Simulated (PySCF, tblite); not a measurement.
**C₅H₇F₃GeO: geometry, infrared bands and NMR shifts**

Wanted: the infrared bands and NMR shifts of C₅H₇F₃GeO (`FC(F)(F)OC1=C[CH2][GeH2][CH2]1`), by calculation.

The runs use tblite 0.8.0 and PySCF 2.14.0, with density-fitted response routines of our own; the level of theory stands in each step. All values are computed, except where a source is named. Atoms count from 0, in the outputs and in this text.

### Step 1. The molecule as given

17 atoms, charge 0, multiplicity 1; geometry from: force field or distance geometry start.

Bonds of the start (Å): F0–C1 1.42, C1–F2 1.35, C1–F3 1.40, C1–O4 1.41, O4–C5 1.46, C5–C6 1.26, C6–C7 1.47, C7–Ge8 1.98, Ge8–C9 1.94, C9–C5 1.47, C6–H10 1.12, C7–H11 1.12, C7–H12 1.10, Ge8–H13 1.53, Ge8–H14 1.53, C9–H15 1.10, C9–H16 1.10.

### Step 2. Geometry optimisation with GFN2-xTB

The job: settings as JSON, then the geometry in Å.

```
{"job": {"kind": "relax", "xc": "GFN2-xTB", "basis": "xTB"}, "charge": 0, "multiplicity": 1}
F      3.748500     0.059400     1.387200
C      2.736200     0.193300     0.407400
F      2.803700     1.376200    -0.234000
F      3.044800    -0.791400    -0.535300
O      1.536600    -0.096600     1.080600
C      0.261800    -0.064700     0.379600
C     -0.210300     1.021500    -0.062500
C     -1.504400     1.037300    -0.757500
Ge    -2.247800    -0.633500     0.003900
C     -0.452000    -1.341700     0.216500
H      0.323500     2.003000     0.062100
H     -1.310800     0.896100    -1.847600
H     -2.146800     1.902900    -0.538700
H     -2.938400    -0.312100     1.336400
H     -3.116100    -1.383600    -1.001800
H     -0.157400    -1.858500    -0.710500
H     -0.378000    -1.995600     1.103200
```

Command:

```sh
OMP_NUM_THREADS=1 python probes_run.py task.json out
```

The driver reads the jobs from task.json and runs them one after another.

**Question.** This job is followed by: GFN2-xTB harmonic vibrations, gas phase; GIAO PBE0/pcSseg-1 NMR shielding, non-relativistic, gas phase. Predict these results of the whole session: strongest single infrared mode (GFN2-xTB); zero-point energy (GFN2-xTB); ¹³C shifts against TMS (PBE0/pcSseg-1); ¹H shifts against TMS (PBE0/pcSseg-1, means over atoms taken as alike); ¹⁹F shifts against CFCl3 (PBE0/pcSseg-1, means over atoms taken as alike); ¹⁷O shifts against H2O (PBE0/pcSseg-1); ⁷³Ge shifts against GeMe4 (PBE0/pcSseg-1).

As calculated:

| quantity | value |
| --- | --- |
| strongest single infrared mode (GFN2-xTB) | 1230 cm⁻¹, 504 km/mol |
| zero-point energy (GFN2-xTB) | 67.5 kcal/mol |
| ¹³C shifts against TMS (PBE0/pcSseg-1) | 157.9, 129.7, 116.1, 17.6, 16.1 ppm |
| ¹H shifts against TMS (PBE0/pcSseg-1, means over atoms taken as alike) | 5.81, 4.32, 2.11, 2.09 ppm |
| ¹⁹F shifts against CFCl3 (PBE0/pcSseg-1, means over atoms taken as alike) | -72.6 ppm |
| ¹⁷O shifts against H2O (PBE0/pcSseg-1) | 176.4 ppm |
| ⁷³Ge shifts against GeMe4 (PBE0/pcSseg-1) | -137 ppm |

In words: Relaxing lowered the energy by 0.927 eV in 162 steps; the close pair that moved most is C1–O4, from 1.406 to 1.312 Å. All 45 modes are real, so the xTB geometry is a minimum. The strongest single mode, at 1230 cm⁻¹, moves mainly C1. Unscaled tight-binding wavenumbers are off by several per cent, some by more. Its intensities can rank the bands wrongly. C5 (alkene carbon bearing oxygen) lies farthest downfield among carbon, at 157.9 ppm; an sp2 carbon further deshielded by the attached heteroatom. H10 (hydrogen on a β carbon of an enol-ether or enamine type C=C) lies farthest downfield among hydrogen, at 5.81 ppm; attached to an sp2 carbon and in the plane of the double bond. Spin-orbit coupling is left out, which matters for shieldings and couplings at and beside the heavy atoms.
